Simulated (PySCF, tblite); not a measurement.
**C7H5F3: geometry, infrared bands and NMR shifts**

What infrared bands and NMR shifts should C7H5F3 (`FC(F)(F)C#CC1=CCC1`) show?

Computed with tblite 0.8.0 and PySCF 2.14.0, with density-fitted response routines of our own, on a single molecule in the gas phase. Atoms are numbered from 0 throughout.

### Step 1. The molecule as given

15 atoms, charge 0, multiplicity 1; geometry from: force field or distance geometry start.

Bonds of the start (Å): F0–C1 1.37, C1–F2 1.36, C1–F3 1.35, C1–C4 1.45, C4–C5 1.20, C5–C6 1.53, C6–C7 1.33, C7–C8 1.51, C8–C9 1.54, C9–C6 1.52, C7–H10 1.09, C8–H11 1.10, C8–H12 1.11, C9–H13 1.09, C9–H14 1.10.

### Step 2. Relaxing the molecule with GFN2-xTB

Job settings and geometry (Å):

```
{"job": {"kind": "relax", "xc": "GFN2-xTB", "basis": "xTB"}, "charge": 0, "multiplicity": 1}
F      4.055600    -0.948000     0.499400
C      3.512500     0.168600    -0.072900
F      3.956900     1.231200     0.645100
F      4.005700     0.275400    -1.327800
C      2.065800     0.096900    -0.065700
C      0.862700     0.044000    -0.086000
C     -0.667400    -0.021100    -0.104000
C     -1.568200     0.004000    -1.088000
C     -2.745900    -0.119100    -0.147600
C     -1.712900    -0.143800     0.992600
H     -1.507000     0.071300    -2.174700
H     -3.353200    -1.032400    -0.234400
H     -3.435300     0.744400    -0.110300
H     -1.692800    -1.072600     1.566000
H     -1.781000     0.709200     1.686400
```

Command:

```console
$ OMP_NUM_THREADS=1 python probes_run.py task.json out
```

This one command runs all jobs of the session in turn.

**Question.** This job is followed by: GFN2-xTB harmonic vibrations, gas phase; GIAO PBE0/pcSseg-1 NMR shielding, non-relativistic, gas phase. What will the session give for the following? strongest single infrared mode (GFN2-xTB); zero-point energy (GFN2-xTB); 13C shifts against TMS (PBE0/pcSseg-1); 1H shifts against TMS (PBE0/pcSseg-1, means over atoms taken as alike); 19F shifts against CFCl3 (PBE0/pcSseg-1, means over atoms taken as alike).

**Answer**, as computed:

| quantity | value |
| --- | --- |
| strongest single infrared mode (GFN2-xTB) | 1018 cm⁻¹, 330 km/mol |
| zero-point energy (GFN2-xTB) | 61.7 kcal/mol |
| 13C shifts against TMS (PBE0/pcSseg-1) | 161.3, 132.8, 125.0, 88.6, 86.3, 35.6, 31.2 ppm |
| 1H shifts against TMS (PBE0/pcSseg-1, means over atoms taken as alike) | 6.95, 2.84, 2.64 ppm |
| 19F shifts against CFCl3 (PBE0/pcSseg-1, means over atoms taken as alike) | -61.6 ppm |

What this shows: Over 43 steps the energy fell by 0.356 eV; of the close pairs, C5–C6 changed most, 1.532 to 1.393 Å. The lowest mode is slightly imaginary (4i cm⁻¹), a soft motion within the noise of the Hessian, so the minimum is not strictly shown. GFN2-xTB is a fitted tight-binding method: band positions and strengths are rough. Its intensities can rank the bands wrongly. The most deshielded hydrogen is H10 (hydrogen on an alkene CH), at 6.95 ppm: attached to an sp2 carbon and in the plane of the double bond. At PBE0/pcSseg-1: The largest span, 251 ppm, is at C5, where the paramagnetic term is -149 ppm.
